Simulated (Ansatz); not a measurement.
Er(OH)3 in a box, plane waves

Ansatz 0.2.0, DFT PBE, scalar-relativistic, plane waves, PAW, molecule in a box. The geometry was relaxed with Gaussian bases (PBE; Er lcecp-1-SVP with ECP57, O def2-SVP, H def2-SVP).

```yaml
crystal:
  lattice:
    - [13.5, 0.0, 0.0]
    - [0.0, 14.19, 0.0]
    - [0.0, 0.0, 9.04]
  atoms:
    - { symbol: Er, position: [0.44432593, 0.50002114, 0.49778761], spin: 3.0 }
    - { symbol: O, position: [0.59480444, 0.50002044, 0.50031527] }
    - { symbol: H, position: [0.66631037, 0.50002044, 0.50250221] }
    - { symbol: O, position: [0.36908667, 0.62400282, 0.50031527] }
    - { symbol: H, position: [0.33333407, 0.68291755, 0.50250221] }
    - { symbol: O, position: [0.36908667, 0.37603946, 0.50031527] }
    - { symbol: H, position: [0.33333333, 0.31712474, 0.50250221] }
basis:
  ecutwfc: 420
  ecutrho_ratio: 4
kpoints:
  mp_grid: { grid: [1, 1, 1] }
hamiltonian:
  xc: pbe
scf:
  occupations: { method: gaussian, width: 0.01 }
output:
  forces: true
  eigenvalues: true
  populations: true
  hubbard: { sites: [{ species: Er, l: f }] }
magnetization:
  spin_polarized: true
```

Command:
```sh
ansatz run input.yaml --threads 2 --pin off --max-ram 5120MiB --backend cpu --events-out ev --progress --plain --runs-dir out
```
It took 120 s on 2 threads of Arm Neoverse V1, with other jobs on the host, peak memory 1.2 GiB.

Problem. How does the SCF go?

Solution. 
```
SCF iter   1: F=—  HF=-13846.217219 eV  |F-HF|=—  |Δ(HF+E_count)|=         —  Δρ=2.31e-2 (↑1.90e-2 ↓2.31e-2)
Mixer restart at iter 1: flushing history
preconditioner: auto → Resta (q_TF=auto, 1.474 Å⁻¹)  ε∞=1.2  [insulator: Δε(μ)=0.249 eV  Ē_g=10.134 eV  σ=0.010 eV  W_gap=1.00  n_
spin=Collinear: Resta preconditioning applied to the charge; magnetization (m = ρ↑ − ρ↓) channel mixes plain (no charge-response k
SCF iter   2: F=—  HF=-13839.519251 eV  |F-HF|=—  |Δ(HF+E_count)|=    6.70e0  Δρ=6.36e-3 (↑6.36e-3 ↓6.17e-3)
...
SCF iter  33: F=—  HF=-13839.340771 eV  |F-HF|=—  |Δ(HF+E_count)|=   8.00e-5  Δρ=7.58e-6 (↑7.58e-6 ↓6.19e-6)
SCF iter  34: F=—  HF=-13839.340783 eV  |F-HF|=—  |Δ(HF+E_count)|=   1.20e-5  Δρ=3.67e-6 (↑3.09e-6 ↓3.67e-6)
SCF iter  35: F=—  HF=-13839.340783 eV  |F-HF|=—  |Δ(HF+E_count)|=   1.07e-7  Δρ=1.37e-6 (↑1.10e-6 ↓1.37e-6)
SCF iter  36: F=-13839.340783 eV  HF=-13839.340783 eV  |F-HF|=1.26e-9  |Δ(HF+E_count)|=   1.32e-8  Δρ=2.31e-7 (↑1.71e-7 ↓2.31e-7)
SCF iter  37: F=-13839.340783 eV  HF=-13839.340783 eV  |F-HF|=1.26e-9  |Δ(HF+E_count)|=    0.00e0  Δρ=2.31e-7 (↑1.72e-7 ↓2.31e-7)
```

Problem. Which levels lie next to the highest filled one (eV, counted from it)?

Solution. Filled: -0.91, -0.91, -0.86, -0.76, -0.64, -0.38, -0.14, -0.10, -0.01, 0.00. Empty: 1.14, 1.17, 1.42, 3.65, 3.77, 5.37, 5.41, 5.68.

Problem. How is the f shell of Er1 filled?

Solution. Natural occupations, full = 1; up: 1.00, 1.00, 1.00, 1.00, 1.00, 1.00, 1.00; down: 0.04, 0.06, 0.15, 1.00, 1.00, 1.00, 1.00; in all 11.21 e.

Problem. What forces are left at this geometry, relaxed with Gaussian bases (eV/Å)?

Solution. 
```
Er  -0.04  0.00  0.04
O    0.11  0.00 -0.06
H   -0.16  0.00  0.03
O    0.00  0.17  0.00
H    0.04 -0.15 -0.01
O    0.00 -0.17  0.00
H    0.04  0.15 -0.01
```

The open shells may stand above their lowest state.

The highest of the empty levels listed lie near the vacuum level and may be states of the box.

An lcecp potential fixes the number of 4f electrons, so in runs with it no electron can move into or out of that shell.
